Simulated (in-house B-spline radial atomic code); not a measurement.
**Fe⁹⁺: Hartree-Fock with and without relativity**

How do the shells of Fe⁹⁺ move when the Schrödinger Hamiltonian gives way to Dirac's?

Method: Hartree-Fock averaged over the configuration, non-relativistic (point nucleus) and Dirac-Coulomb (finite nucleus); spherical all-electron atom at the radial basis limit. Code: in-house B-spline radial atomic code version 1.

## (1) Starting point

| Property | Result |
| --- | --- |
| element | iron (Z = 26) |
| charge | +9 |
| electrons | 17 |
| configuration | [Ne] 3s2 3p5 |
| nucleus | point (non-relativistic run); Fermi, rms radius 3.738 fm (Dirac runs) |

The outer shells:

[Ne] 3s2 3p5
```
[Ne] core
3s [↑↓]
3p [↑↓][↑↓][↑ ]
```

The boxes draw the filling by Hund's rule, which heavy ions in jj coupling don't follow; these runs average over all states of the configuration.

## (2) Non-relativistic run

The run's settings:

```ini
Z = 26
electrons = 17.0
configuration = [Ne] 3s2 3p5
hamiltonian = nr
method = hf
spin_polarised = False
```

## (3) Dirac-Coulomb run

The run's settings:

```ini
Z = 26
electrons = 17.0
configuration = [Ne] 3s2 3p5
hamiltonian = dirac
method = hf
spin_polarised = False
nucleus = fermi
rms_radius = 3.7377
mass_number = 56
atomic_mass = 55.934935537
speed_of_light = 137.035999084
```

## (4) Dirac-Coulomb run in the lowest jj configuration, 1s2 2s2 2p6 3s2 3p-2 3p+3

In configurations, a minus sign after the shell means j = l − 1/2 and a plus sign j = l + 1/2; the count of electrons follows.

Settings: those of step 3 with these lines changed.

```diff
@@ -2,3 +2,3 @@
 electrons = 17.0
-configuration = [Ne] 3s2 3p5
+configuration = 1s2 2s2 2p6 3s2 3p-2 3p+3
 hamiltonian = dirac
```

Q: How much does each shell's level and mean radius change with the Dirac Hamiltonian, and the total energy?

As calculated:

Levels and radii; the Dirac values are averaged over j with the occupations as weights.

| shell | ε non-rel. (eV) | ε Dirac (eV) | <r> non-rel. (bohr) | <r> Dirac (bohr) | change of <r> (%) |
| --- | --- | --- | --- | --- | --- |
| 1s | -7334.64 | -7400.52 | 0.05912 | 0.05843 | -1.18 |
| 2s | -1092.71 | -1106.48 | 0.2674 | 0.2641 | -1.21 |
| 2p | -969.49 | -971.90 | 0.2353 | 0.2341 | -0.52 |
| 3s | -302.88 | -305.57 | 0.7419 | 0.7357 | -0.84 |
| 3p | -262.87 | -263.43 | 0.7488 | 0.7464 | -0.32 |

What this shows: The total energy moves by -9.1623 hartree, or -0.74 %, between the two Hamiltonians (nuclear size included). The first-order mass-velocity and Darwin terms of the non-relativistic run add up to -8.7382 hartree, 95 % of it. The strongest contraction, averaged over j, is that of 2s (-1.21 %). Spin-orbit coupling splits the 3p level by 2.112 eV and the 2p level by 12.716 eV. The lowest jj configuration lies 0.673 eV below the average over the whole configuration. Breit terms add 0.465 hartree and QED terms 0.313 hartree.
